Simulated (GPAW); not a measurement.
Runs of GPAW 26.7.0 on NaLaMnMoO6. Symmetry: P2_1, No. 4, monoclinic system. Conventional cell: a = 5.557 Å, b = 5.598 Å, c = 8.025 Å, α = 90.00°, β = 90.44°, γ = 90.00°. Around Na (site symmetry 1) lie 4 O at 2.36 to 2.63 Å. La (site symmetry 1) has 8 O at 2.40 to 2.69 Å as nearest neighbours. Mn (site symmetry 1) has 6 O at 2.07 to 2.20 Å as nearest neighbours. Around Mo (site symmetry 1) lie 5 O at 1.83 to 2.03 Å. O (site symmetry 1) is surrounded by 1 Mo at 1.83 Å and 1 Mn at 2.08 Å. O (site symmetry 1) has 1 Mo at 1.87 Å as nearest neighbours. O (site symmetry 1) is surrounded by 1 Mo at 1.91 Å and 1 Mn at 2.08 Å. Around O (site symmetry 1) lie 1 Mo at 2.03 Å and 1 Mn at 2.07 Å. The cell was built by a generator and needn't be a form met in nature.

```tsv
task	level	potentials or basis	U	k mesh	ranks	band path	band points	gap on the mesh (eV)	pressure (GPa)	moment (μB)	largest force (eV/Å)
single point	PBE	GPAW PAW data sets (gpaw-data 1.2.1), pw	-	5 × 5 × 4	4	-	-	(b)	0.1	9.96	0.09
band structure	PBE	GPAW PAW data sets (gpaw-data 1.2.1), pw	-	4 × 4 × 3	4	GYHCEM1AXH1,MDZ,YD	100	0.16	0.1	9.96	0.10
band structure	LDA	the program's PAW data sets (release 1.2.1) made for this functional, pw	-	4 × 4 × 3	4	GYHCEM1AXH1,MDZ,YD	100	-	-11.3	9.85	0.56
band structure	PBE+U	GPAW PAW data sets (gpaw-data 1.2.1), pw	Mn d U = 4 eV	4 × 4 × 3	4	GYHCEM1AXH1,MDZ,YD	100	1.05	1.9	10.00	(a)
band structure	r2SCAN	GPAW PAW data sets (gpaw-data 1.2.1), pw	-	4 × 4 × 3	8	GYHCEM1AXH1,MDZ,YD	100	0.57	-3.2	10.00	0.75
```

Alike in all rows: spin collinear, ferromagnetic start; cell as given; cutoff (eV) 800; smearing fermi-dirac 0.05 eV.

**Question.** Estimate the missing entries.

**Answer.** (a) 0.99; (b) 0.06.

Caveats: one-centre terms of the f shell are cut off; only a ferromagnetic start was run, and an antiferromagnetic order may lie lower in energy; spin-orbit coupling is left out, which moves the levels of the heavy elements (some runs); the mesh misses the band edges, which the band path finds closer together (some runs); an odd mesh through Γ misses points on the zone boundary, where band edges often lie (some runs); semilocal functionals often make such compounds metallic where correlation or magnetic order opens a gap, which also shifts bond lengths (some runs); the PAW data sets were made with another functional, which shifts forces and pressure a little (some runs).

A k mesh can miss the band edges, and the runs leave out spin-orbit coupling on La, Mo.

Not every run made on this cell is shown here.
